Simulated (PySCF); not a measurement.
# C7H9NS+ (doublet): open-shell or spin-flip excitations

Wanted: open-shell or spin-flip excitations for C7H9NS+ (doublet) (`CSc1cccc([NH2+])c1`).

Programs: PySCF 2.14.0, with routines of our own; each step states its level. All values are computed. Atoms count from 0.

## 1. The system as given

18 atoms, charge 1, multiplicity 2; geometry from: GFN2-xTB.

## 2. Open-shell or spin-flip excitations: unrestricted TDA CAM-B3LYP/def2-SVP

Job settings and geometry (Å):

```
{"job": {"kind": "uabs", "xc": "CAM-B3LYP", "basis": "def2-SVP", "nstates": 10, "tda": true}, "charge": 1, "multiplicity": 2}
C     -2.959345     0.944703    -0.656370
S     -2.500903    -0.539200     0.256644
C     -0.753324    -0.532386     0.277449
C     -0.182465    -1.631179     0.962449
C      1.193461    -1.745670     1.054476
C      2.006097    -0.789658     0.480901
C      1.444359     0.318019    -0.209134
N      2.253749     1.236362    -0.759780
C      0.050105     0.429908    -0.300938
H     -4.045536     0.963302    -0.681549
H     -2.571380     0.892600    -1.670221
H     -2.590541     1.827419    -0.140313
H     -0.831223    -2.368673     1.408058
H      1.630317    -2.581709     1.576927
H      3.080081    -0.871635     0.550191
H      1.880758     2.032096    -1.250753
H      3.254270     1.147679    -0.691344
H     -0.367242     1.274341    -0.825015
```

With the program's defaults for keys left out, this is: unrestricted TDA CAM-B3LYP/def2-SVP, vertical, gas phase, core orbitals frozen in the response.

Started as:

```console
> OMP_NUM_THREADS=1 python excited_run.py task.json out
```

This one command runs all jobs of the session in turn.

What it wrote:

```text
coarse grid: 15872 points
cycle   1  E = -724.1627568668  dE =  2.010e+00  |g| = 2.288e-01  |ddm| = 3.778e+00
cycle   2  E = -724.1842627456  dE = -2.151e-02  |g| = 1.855e-01  |ddm| = 7.623e-01
cycle   3  E = -724.2015386423  dE = -1.728e-02  |g| = 5.413e-02  |ddm| = 2.752e-01
cycle   4  E = -724.2033357378  dE = -1.797e-03  |g| = 2.333e-02  |ddm| = 8.619e-02
cycle   5  E = -724.2037288297  dE = -3.931e-04  |g| = 8.877e-03  |ddm| = 3.745e-02
cycle   6  E = -724.2038728334  dE = -1.440e-04  |g| = 5.695e-03  |ddm| = 2.122e-02
cycle   7  E = -724.2039546062  dE = -8.177e-05  |g| = 3.343e-03  |ddm| = 1.839e-02
cycle   8  E = -724.2039883463  dE = -3.374e-05  |g| = 1.618e-03  |ddm| = 1.314e-02
cycle   9  E = -724.2040013260  dE = -1.298e-05  |g| = 1.109e-03  |ddm| = 8.458e-03
cycle  10  E = -724.2040076572  dE = -6.331e-06  |g| = 8.525e-04  |ddm| = 5.935e-03
final grid: 149544 points
cycle  11  E = -724.3027511540  dE = -4.096e-05  |g| = 2.975e-03  |ddm| = 2.807e-02
cycle  12  E = -724.3027535450  dE = -2.391e-06  |g| = 3.432e-03  |ddm| = 7.770e-03
cycle  13  E = -724.3027592844  dE = -5.739e-06  |g| = 5.730e-04  |ddm| = 3.445e-03
cycle  14  E = -724.3027605479  dE = -1.263e-06  |g| = 6.767e-04  |ddm| = 2.188e-03
cycle  15  E = -724.3027620771  dE = -1.529e-06  |g| = 4.531e-04  |ddm| = 2.790e-03
cycle  16  E = -724.3027634395  dE = -1.362e-06  |g| = 2.804e-04  |ddm| = 3.549e-03
cycle  17  E = -724.3027644080  dE = -9.685e-07  |g| = 9.869e-05  |ddm| = 5.285e-03
cycle  18  E = -724.3027644502  dE = -4.222e-08  |g| = 3.765e-05  |ddm| = 9.557e-04
cycle  19  E = -724.3027644560  dE = -5.781e-09  |g| = 1.704e-05  |ddm| = 2.910e-04
cycle  20  E = -724.3027644569  dE = -9.113e-10  |g| = 8.820e-06  |ddm| = 8.244e-05
converged SCF energy = -724.3027644569

Static polarisability (au): isotropic 130.122, principal 45.193 104.906 240.267

<S^2> of the reference = 0.7825 (exact 0.7500)

Excitations
state   eV       nm        f      <S^2>   main configurations
  1   1.1752   1055.0   0.05158   0.851   Hb->Lb 0.89
  2   2.7342    453.5   0.08788   0.820   H-1b->Lb 0.86
  3   3.8923    318.5   0.00074   0.852   H-2b->Lb 0.93
  4   4.0707    304.6   0.00905   1.053   H-3b->Lb 0.62, H-1a->L+1a 0.12, H-1a->La 0.09
  5   4.4178    280.6   0.01375   2.564   Hb->L+1b 0.35, H-1a->La 0.13, Ha->La 0.13, H-1a->L+1a 0.13
  6   4.5172    274.5   0.00004   0.806   H-4b->Lb 0.93
  7   4.9954    248.2   0.02310   2.014   H-1a->La 0.35, Ha->L+1a 0.24, Hb->L+2b 0.18, H-3b->Lb 0.09
  8   5.1145    242.4   0.08042   1.289   Hb->L+2b 0.27, Ha->La 0.24, H-1a->L+1a 0.18, Ha->L+1a 0.10
  9   5.1615    240.2   0.00054   0.806   H-5b->Lb 0.75, H-6b->Lb 0.20
 10   5.3034    233.8   0.13294   1.043   Ha->La 0.34, Hb->L+1b 0.27, Ha->L+1a 0.20
```

Run time: 1.7 min. Hardware: 1 thread of Arm Neoverse V1, shared host; peak memory 0.77 GiB.

From this job:

| quantity | value |
| --- | --- |
| ⟨S²⟩ | 0.782 |

Löwdin spin populations:

C0 0.00; S1 0.21; C2 0.00; C3 0.38; C4 -0.12; C5 0.34; C6 0.04; N7 0.18; C8 -0.03; H9 0.00; H10 0.01; H11 0.01; H12 0.00; H13 0.00; H14 0.00; H15 0.00; H16 0.00; H17 0.00

## 3. Open-shell or spin-flip excitations: unrestricted TDA CAM-B3LYP/def2-SVP in tetrahydrofuran

The job, as its differences from that of step 2:

```diff
@@ -1,2 +1,2 @@
-{"job": {"kind": "uabs", "xc": "CAM-B3LYP", "basis": "def2-SVP", "nstates": 10, "tda": true}, "charge": 1, "multiplicity": 2}
+{"job": {"kind": "uabs", "xc": "CAM-B3LYP", "basis": "def2-SVP", "nstates": 10, "tda": true, "solvent": "tetrahydrofuran", "pol": false}, "charge": 1, "multiplicity": 2}
 C     -2.959345     0.944703    -0.656370
```

Method: unrestricted TDA CAM-B3LYP/def2-SVP, vertical, IEF-PCM tetrahydrofuran (non-equilibrium linear response), core orbitals frozen in the response.

What it wrote:

```text
coarse grid: 15872 points
cycle   1  E = -724.2418396770  dE =  1.932e+00  |g| = 2.174e-01  |ddm| = 3.788e+00
cycle   2  E = -724.2645115634  dE = -2.267e-02  |g| = 1.536e-01  |ddm| = 6.009e-01
cycle   3  E = -724.2755955821  dE = -1.108e-02  |g| = 4.267e-02  |ddm| = 1.849e-01
cycle   4  E = -724.2768392010  dE = -1.244e-03  |g| = 1.423e-02  |ddm| = 6.763e-02
cycle   5  E = -724.2770422587  dE = -2.031e-04  |g| = 7.431e-03  |ddm| = 2.251e-02
cycle   6  E = -724.2771550574  dE = -1.128e-04  |g| = 4.298e-03  |ddm| = 1.797e-02
cycle   7  E = -724.2772115022  dE = -5.644e-05  |g| = 2.024e-03  |ddm| = 1.659e-02
cycle   8  E = -724.2772247013  dE = -1.320e-05  |g| = 1.287e-03  |ddm| = 7.731e-03
cycle   9  E = -724.2772312301  dE = -6.529e-06  |g| = 7.281e-04  |ddm| = 5.971e-03
final grid: 149544 points
cycle  10  E = -724.3758653357  dE = -3.946e-05  |g| = 2.775e-03  |ddm| = 2.844e-02
cycle  11  E = -724.3758672314  dE = -1.896e-06  |g| = 2.447e-03  |ddm| = 5.766e-03
cycle  12  E = -724.3758703440  dE = -3.113e-06  |g| = 4.773e-04  |ddm| = 2.521e-03
cycle  13  E = -724.3758707242  dE = -3.802e-07  |g| = 2.673e-04  |ddm| = 9.637e-04
cycle  14  E = -724.3758711456  dE = -4.215e-07  |g| = 2.566e-04  |ddm| = 1.345e-03
cycle  15  E = -724.3758715345  dE = -3.889e-07  |g| = 1.877e-04  |ddm| = 1.562e-03
cycle  16  E = -724.3758719327  dE = -3.982e-07  |g| = 9.884e-05  |ddm| = 2.688e-03
cycle  17  E = -724.3758719989  dE = -6.621e-08  |g| = 6.275e-05  |ddm| = 9.195e-04
cycle  18  E = -724.3758720284  dE = -2.949e-08  |g| = 2.640e-05  |ddm| = 7.491e-04
cycle  19  E = -724.3758720335  dE = -5.117e-09  |g| = 1.428e-05  |ddm| = 3.087e-04
cycle  20  E = -724.3758720344  dE = -8.451e-10  |g| = 7.240e-06  |ddm| = 1.023e-04
converged SCF energy = -724.3758720344

<S^2> of the reference = 0.7864 (exact 0.7500)

Excitations
state   eV       nm        f      <S^2>   main configurations
  1   1.1958   1036.8   0.04385   0.855   Hb->Lb 0.91
  2   2.8070    441.7   0.09107   0.827   H-1b->Lb 0.87
  3   4.0935    302.9   0.01933   0.986   H-3b->Lb 0.64, Ha->La 0.11, H-1a->L+1a 0.09
  4   4.1984    295.3   0.00032   0.845   H-2b->Lb 0.81, H-4b->Lb 0.14
  5   4.3836    282.8   0.02646   2.423   Hb->L+1b 0.29, Ha->La 0.21, H-3b->Lb 0.09
  6   4.5759    271.0   0.00006   0.816   H-4b->Lb 0.77, H-2b->Lb 0.13
  7   5.0063    247.7   0.00977   1.965   Ha->L+1a 0.46, H-1a->La 0.27, Ha->La 0.09
  8   5.1255    241.9   0.14926   1.368   Ha->La 0.28, H-1a->L+1a 0.24, Hb->L+2b 0.17, H-1a->La 0.14
  9   5.2149    237.7   0.00074   0.816   H-5b->Lb 0.69, H-6b->Lb 0.21
 10   5.3597    231.3   0.11887   1.108   Hb->L+1b 0.23, Ha->La 0.16, Hb->L+2b 0.15, H-1a->L+1a 0.14
```

It took 79 s on 1 thread of Arm Neoverse V1, shared host; peak memory 0.94 GiB.

In short:

| quantity | value |
| --- | --- |
| ⟨S²⟩ | 0.786 |

## 4. Summary of results

| quantity | value |
| --- | --- |
| lowest and brightest state of nearly pure spin, of 10 (step 2, unrestricted TDA CAM-B3LYP/def2-SVP) | 1.18 eV; 2.73 eV, f = 0.088 |
| lowest and brightest state of nearly pure spin, of 10 (step 3, unrestricted TDA CAM-B3LYP/def2-SVP in tetrahydrofuran) | 1.20 eV; 2.81 eV, f = 0.091 |

In words: States whose ⟨S²⟩ lies well above the reference's are mixtures of spin states, an artefact of the unrestricted response, and are left out of the summary. The lowest state of nearly pure spin runs from 1.18 to 1.20 eV over the runs.
